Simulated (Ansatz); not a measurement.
# CH₅ClFNOSi: basis-set convergence

How large a basis does CH₅ClFNOSi need? Two functionals are run in growing sets.

Program: Ansatz 0.2.0, Gaussian basis. Level of theory: one geometry, several basis sets. These are calculated values, not measurements.

The runs, in order: PBE0-D4/def2-SVP; ωB97M-V/def2-SVP; PBE0-D4/def2-QZVPP; ωB97M-V/def2-QZVPP; the functionals' def2-TZVPP values are taken from earlier runs.

## (1) Structure used throughout

All runs share one geometry, relaxed beforehand with PBE0-D4 in a triple-zeta def2 set.

SMILES `CO[Si](N)(F)Cl`, 11 atoms, charge 0, spin multiplicity 1.

Atoms are counted from 1 here; the program's logs count them from 0.

Bond lengths: C1–O2 1.414 Å, C1–H7 1.090 Å, C1–H8 1.094 Å, C1–H9 1.093 Å, O2–Si3 1.614 Å, Si3–N4 1.675 Å, Si3–F5 1.593 Å, Si3–Cl6 2.041 Å, N4–H10 1.005 Å, N4–H11 1.004 Å. Angles: O2–C1–H7 107.9°, O2–C1–H8 110.8°, O2–C1–H9 111.4°, H7–C1–H8 108.8°, H7–C1–H9 109.0°, H8–C1–H9 109.0°, C1–O2–Si3 125.3°, O2–Si3–N4 108.2°, O2–Si3–F5 107.3°, O2–Si3–Cl6 113.2°, N4–Si3–F5 114.9°, N4–Si3–Cl6 109.0°, F5–Si3–Cl6 104.2°, Si3–N4–H10 122.5°, Si3–N4–H11 122.8°, H10–N4–H11 113.8°.

## (2) PBE0-D4 in def2-SVP

in.yaml reads:

```yaml
crystal:
  periodic: [false, false, false]
  atoms:
    - {symbol: C, position_ang: [0.406163, -0.885831, -1.660391]}
    - {symbol: O, position_ang: [-0.136773, -0.740628, -0.363013]}
    - {symbol: Si, position_ang: [-0.081580, 0.605510, 0.526515]}
    - {symbol: N, position_ang: [-0.570939, 0.225997, 2.082995]}
    - {symbol: F, position_ang: [1.396049, 1.190036, 0.412074]}
    - {symbol: Cl, position_ang: [-1.269442, 2.098601, -0.198443]}
    - {symbol: H, position_ang: [0.342663, -1.939473, -1.933289]}
    - {symbol: H, position_ang: [-0.163198, -0.298755, -2.386846]}
    - {symbol: H, position_ang: [1.453304, -0.572353, -1.691117]}
    - {symbol: H, position_ang: [-0.321379, -0.637903, 2.531633]}
    - {symbol: H, position_ang: [-0.989466, 0.897798, 2.700483]}
basis:
  gaussian: {orbitals: def2-SVP}
hamiltonian: {xc: pbe0, dispersion: d4}
output: {orbitals: {seedname: orbitals}}
```

The run is started by

```sh
$ ansatz run in.yaml --threads 4 --pin off --events-out ev --progress --plain --max-ram 10444MiB
```

Standard output:

```text
Functional definition: PBE0
  name "PBE0"
  cite "Adamo & Barone, J. Chem. Phys. 110, 6158 (1999) doi:10.1063/1.478522"
  cite "Perdew, Burke & Ernzerhof, Phys. Rev. Lett. 77, 3865 (1996) doi:10.1103/PhysRevLett.77.3865"
  parent pbe
  parameter a = 0.25
  parameter kappa = 0.804
  parameter beta = 0.06672455060314922
  exchange = (1 - a)*pbe_x(kappa = kappa, mu = beta*pi^2/3) + a*exact_x
  correlation = pbe_c(beta = beta)
1128 factors; integrals over basis functions are off by at most 1.5e-3 eV
mean field evaluation 1: about -27742.0455 eV, gradient 6.6e1 eV
mean field evaluation 2: about -27736.5660 eV, gradient 8.4e1 eV
mean field evaluation 4: about -27750.2715 eV, gradient 3.2e0 eV
mean field evaluation 8: about -27750.4564 eV, gradient 1.8e-1 eV
mean field evaluation 16: about -27750.4564 eV, gradient 3.4e-5 eV
mean field -27750.45643621 eV, -1019.8104640958 hartree, gradient 3.4e-5 eV, S^2 0.000000; 0 other end points of the search recorded, 0 dependent functions left out
reference -27750.45646215 eV, -1019.8104650492 hartree; 33, 33 occupied and 84, 84 virtual orbitals, 1128 factors
Total energy: -27750.69034930 eV, -1019.8190602433 hartree
```

Run time: 1.1 s. Hardware: 4 threads of Arm Neoverse V2, shared host; peak memory 0.25 GiB.

## (3) ωB97M-V in def2-SVP

Edit in.yaml of step 2 so:

```diff
@@ -16,3 +16,3 @@
   gaussian: {orbitals: def2-SVP}
-hamiltonian: {xc: pbe0, dispersion: d4}
+hamiltonian: {xc: {name: wB97M-V}}
 output: {orbitals: {seedname: orbitals}}
```

The command is unchanged.

Standard output, cut to the lines that bear on the results:

```text
Functional definition: wB97M-V
  name "wB97M-V"
  cite "Mardirossian & Head-Gordon, J. Chem. Phys. 144, 214110 (2016) doi:10.1063/1.4952647"
  cite "Becke, J. Chem. Phys. 107, 8554 (1997) doi:10.1063/1.475007"
  cite "Vydrov & Van Voorhis, J. Chem. Phys. 133, 244103 (2010) doi:10.1063/1.3521275"
  # Of w^i u^j: cxij and so on, Table III.
[...]
  gx(w, u) = 1 - cx + cx01*u + cx10*w
  gss(w, u) = css00 + css04*u^4 + css10*w + css20*w^2 + css43*w^4*u^3
  gos(w, u) = cos00 + cos10*w + (cos20 + cos21*u)*w^2 + (cos60 + cos61*u)*w^6
[...]
      + integral(e_c_pw_mod_opposite_spin*gos(b97_w_opposite, b97_u_opposite)) + vv10(b, c)
1128 factors; integrals over basis functions are off by at most 1.5e-3 eV
306 factors; integrals over basis functions are off by at most 7.6e-6 eV
[...]
mean field -27762.19602936 eV, -1020.2418861865 hartree, gradient 2.0e-5 eV, S^2 0.000000; 0 other end points of the search recorded, 0 dependent functions left out
reference -27762.19606917 eV, -1020.2418876495 hartree; 33, 33 occupied and 84, 84 virtual orbitals, 1128 factors
Total energy: -27762.19606917 eV, -1020.2418876495 hartree
```

Wall time 4.6 s (4 threads of Arm Neoverse V2, shared host); peak memory 0.38 GiB.

## (4) PBE0-D4 in def2-QZVPP

Edit in.yaml of step 3 so:

```diff
@@ -15,4 +15,4 @@
 basis:
-  gaussian: {orbitals: def2-SVP}
-hamiltonian: {xc: {name: wB97M-V}}
+  gaussian: {orbitals: "def2-QZVPP.json"}
+hamiltonian: {xc: pbe0, dispersion: d4}
 output: {orbitals: {seedname: orbitals}}
```

Launched as before.

Standard output:

```text
Functional definition: PBE0
  name "PBE0"
  cite "Adamo & Barone, J. Chem. Phys. 110, 6158 (1999) doi:10.1063/1.478522"
  cite "Perdew, Burke & Ernzerhof, Phys. Rev. Lett. 77, 3865 (1996) doi:10.1103/PhysRevLett.77.3865"
  parent pbe
  parameter a = 0.25
  parameter kappa = 0.804
  parameter beta = 0.06672455060314922
  exchange = (1 - a)*pbe_x(kappa = kappa, mu = beta*pi^2/3) + a*exact_x
  correlation = pbe_c(beta = beta)
1772 factors; their error is unknown
mean field evaluation 1: about -27756.7290 eV, gradient 8.1e1 eV
mean field evaluation 2: about -27746.3657 eV, gradient 1.1e2 eV
mean field evaluation 4: about -27767.9622 eV, gradient 5.8e0 eV
mean field evaluation 8: about -27768.0127 eV, gradient 8.5e-2 eV
mean field evaluation 16: about -27768.0347 eV, gradient 3.8e-5 eV
mean field -27768.03469931 eV, -1020.4564533499 hartree, gradient 3.8e-5 eV, S^2 0.000000; 0 other end points of the search recorded, 0 dependent functions left out
reference -27768.03473793 eV, -1020.4564547690 hartree; 33, 33 occupied and 485, 485 virtual orbitals, 1772 factors
Total energy: -27768.26862508 eV, -1020.4650499632 hartree
```

Run time: 9.5 s. Hardware: 4 threads of Arm Neoverse V2, shared host; peak memory 2.2 GiB.

## (5) ωB97M-V in def2-QZVPP

Edit in.yaml of step 4 so:

```diff
@@ -16,3 +16,3 @@
   gaussian: {orbitals: "def2-QZVPP.json"}
-hamiltonian: {xc: pbe0, dispersion: d4}
+hamiltonian: {xc: {name: wB97M-V}}
 output: {orbitals: {seedname: orbitals}}
```

Launched as before.

Standard output, cut to the lines that bear on the results:

```text
Functional definition: wB97M-V
  name "wB97M-V"
  cite "Mardirossian & Head-Gordon, J. Chem. Phys. 144, 214110 (2016) doi:10.1063/1.4952647"
  cite "Becke, J. Chem. Phys. 107, 8554 (1997) doi:10.1063/1.475007"
  cite "Vydrov & Van Voorhis, J. Chem. Phys. 133, 244103 (2010) doi:10.1063/1.3521275"
  # Of w^i u^j: cxij and so on, Table III.
[...]
  gx(w, u) = 1 - cx + cx01*u + cx10*w
  gss(w, u) = css00 + css04*u^4 + css10*w + css20*w^2 + css43*w^4*u^3
  gos(w, u) = cos00 + cos10*w + (cos20 + cos21*u)*w^2 + (cos60 + cos61*u)*w^6
[...]
      + integral(e_c_pw_mod_opposite_spin*gos(b97_w_opposite, b97_u_opposite)) + vv10(b, c)
1736 factors; their error is unknown
379 factors; integrals over basis functions are off by at most 2.5e-5 eV
[...]
mean field -27779.89785455 eV, -1020.8924162638 hartree, gradient 7.3e-5 eV, S^2 0.000000; 0 other end points of the search recorded, 0 dependent functions left out
reference -27779.89791499 eV, -1020.8924184848 hartree; 33, 33 occupied and 485, 485 virtual orbitals, 1736 factors
Total energy: -27779.89791499 eV, -1020.8924184848 hartree
```

It took 19 s on 4 threads of Arm Neoverse V2, shared host; peak memory 2.6 GiB.

## (6) Functionals by basis

The def2-TZVPP values come from earlier runs at the same geometry.

```
functional       basis  functions  energy (eV)  from the largest (eV)  HOMO (eV)  LUMO (eV)
   PBE0-D4    def2-SVP        117  -27750.6903                 17.578      -7.91       1.44
   PBE0-D4  def2-TZVPP        278  -27767.1849                  1.084      -8.14       0.78
   PBE0-D4  def2-QZVPP        518  -27768.2686                  0.000      -8.19       0.38
   ωB97M-V    def2-SVP        117  -27762.1961                 17.702     -10.31       3.14
   ωB97M-V  def2-TZVPP        278  -27778.8740                  1.024     -10.55       2.25
   ωB97M-V  def2-QZVPP        518  -27779.8979                  0.000     -10.60       1.63
```

## (7) What came out

| quantity | value |
| --- | --- |
| PBE0-D4: double and triple zeta above quadruple | 17.58, 1.08 eV |
| ωB97M-V: double and triple zeta above quadruple | 17.70, 1.02 eV |

**Reading.** For PBE0-D4 the step from double to triple zeta gains 16.49 eV and the next only 1.08 eV. Total energies overstate the basis error of differences, where much of it tends to cancel. The LUMO of ωB97M-V is positive and keeps falling with the basis (3.14 to 1.63 eV): an unbound level that the basis holds in place.

For PBE0-D4 the largest set took about 8 times as long as the smallest (9.5 s against 1.1 s).
